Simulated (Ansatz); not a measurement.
**CH2BNSe: small, medium and large basis sets**

An exercise on one series of results from a longer session: the logs are not shown, and one member is left open.

The runs use Ansatz 0.2.0, Gaussian basis; one geometry, several basis sets.

The runs, in order: PBE0-D4/def2-SVP; ωB97M-V/def2-SVP; PBE0-D4/def2-QZVPP; ωB97M-V/def2-QZVPP; the functionals' def2-TZVPP values are taken from earlier runs.

## The relaxed structure

An earlier PBE0-D4 in a triple-zeta def2 set relaxation fixed the geometry.

SMILES `B1N=C[Se]1`, 6 atoms, charge 0, spin multiplicity 1.

Atoms are counted from 1 here; the program's logs count them from 0.

Bond lengths: B1–N2 1.450 Å, B1–Se4 1.998 Å, B1–H5 1.188 Å, N2–C3 1.282 Å, C3–Se4 1.949 Å, C3–H6 1.094 Å. Angles: N2–B1–Se4 101.8°, N2–B1–H5 127.9°, Se4–B1–H5 127.5°, B1–N2–C3 84.5°, N2–C3–Se4 111.5°, N2–C3–H6 126.7°, Se4–C3–H6 121.4°, B1–Se4–C3 55.6°.

The first run:

File in.yaml:

```yaml
crystal:
  periodic: [false, false, false]
  atoms:
    - {symbol: B, position_ang: [-0.467034, 0.703614, -0.422565]}
    - {symbol: N, position_ang: [0.687661, 0.740930, 0.453123]}
    - {symbol: C, position_ang: [0.510862, -0.526537, 0.536611]}
    - {symbol: Se, position_ang: [-1.324644, -1.021606, 0.107990]}
    - {symbol: H, position_ang: [-0.647570, 1.323874, -1.419911]}
    - {symbol: H, position_ang: [1.282825, -1.284373, 0.698552]}
basis:
  gaussian: {orbitals: def2-SVP}
hamiltonian: {xc: pbe0, dispersion: d4}
output: {orbitals: {seedname: orbitals}}
```

Run with:

```bash
> ansatz run in.yaml --threads 2 --pin off --events-out ev --progress --plain --max-ram 4352MiB
```

Among the steps run: PBE0-D4 in def2-SVP; ωB97M-V in def2-SVP; PBE0-D4 in def2-QZVPP; ωB97M-V in def2-QZVPP.

One table of the session follows, with a row left open; its other results are not shown here.

It belongs to the step «Density functionals: the series». 

```
functional       basis  HOMO (eV)  LUMO (eV)
   PBE0-D4    def2-SVP      -6.87      -1.83
   PBE0-D4  def2-TZVPP      -6.97      -1.90
   PBE0-D4  def2-QZVPP          ?          ?
   ωB97M-V    def2-SVP      -8.96       0.38
   ωB97M-V  def2-TZVPP      -9.08       0.23
   ωB97M-V  def2-QZVPP      -9.10       0.17
```

Estimate the missing values for PBE0-D4, def2-QZVPP.

**Answer.** HOMO (eV): -6.99; LUMO (eV): -1.92. In the column «HOMO (eV)» it lies between ωB97M-V, def2-SVP (-8.96) and PBE0-D4, def2-TZVPP (-6.97).
